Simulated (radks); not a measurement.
# Sn²⁺ in [Kr] 4d10 5s2: an all-electron calculation

The task here is to estimate one member of a computed series from the others.

The numbers are computed with radks (a radial shooting solver on a logarithmic mesh, Libxc functionals) version 1 (Dirac Kohn-Sham, PBE, spin-unpolarised, spherical densities, finite nucleus), except any that are marked as measured or tabulated.

## The atom as given

- element: tin (Z = 50)
- charge: +2
- electrons: 48
- configuration: [Kr] 4d10 5s2
- nuclear rms radius: 4.6519 fm

Outer shells as boxes (Hund's rule):

Sn²⁺
```
[Kr] core
4d [↑↓][↑↓][↑↓][↑↓][↑↓]
5s [↑↓]
```

Set-up of the first run:

The run's settings:

```text
Z 50
configuration [Kr] 4d10 5s2 5p0 6s0 4f0 5d0
relativity Dirac
functional pbe,pbe
spin unpolarised
j_filling energy
nucleus finite rms 4.6519 fm
c 137.035999084
```

The run is started by

```
$ python run_ks.py task.json out
```

All runs below come from this command, one after another.

One of the session's tables, all rows but one given; the rest of the session is left out.

Sizes of the orbitals, from the radial functions (bohr):

```
level      <r>  outermost maximum (interpolated)  90 % within  nodes
1s1/2  0.02905                            0.0188       0.0522      0
2s1/2   0.1251                             0.106        0.194      1
2p1/2   0.1058                            0.0818        0.173      0
2p3/2   0.1112                            0.0863        0.181      0
3s1/2   0.3391                             0.308        0.499      2
3p1/2   0.3299                             0.294        0.497      1
3p3/2   0.3411                             0.304        0.512      1
3d3/2   0.3125                             0.249        0.493      0
3d5/2   0.3161                             0.252        0.498      0
4s1/2   0.8186                             0.746         1.19      3
4p1/2   0.8655                             0.772         1.27      2
4p3/2   0.8952                             0.797         1.32      2
4d3/2    1.083                             0.881         1.68      1
4d5/2        ?                                 ?            ?      ?
5s1/2    2.217                              1.94         3.22      4
5p1/2    2.619                              2.26         3.85      3
5p3/2    2.704                              2.34         3.97      3
5d3/2    4.095                              3.57         6.03      2
```

Q: Estimate the row for 4d5/2 from the others.

The run gave: <r>: 1.097; outermost maximum (interpolated): 0.891; 90 % within: 1.70; nodes: 1. In the column «<r>» it lies between 4d3/2 (1.083) and 5s1/2 (2.217).
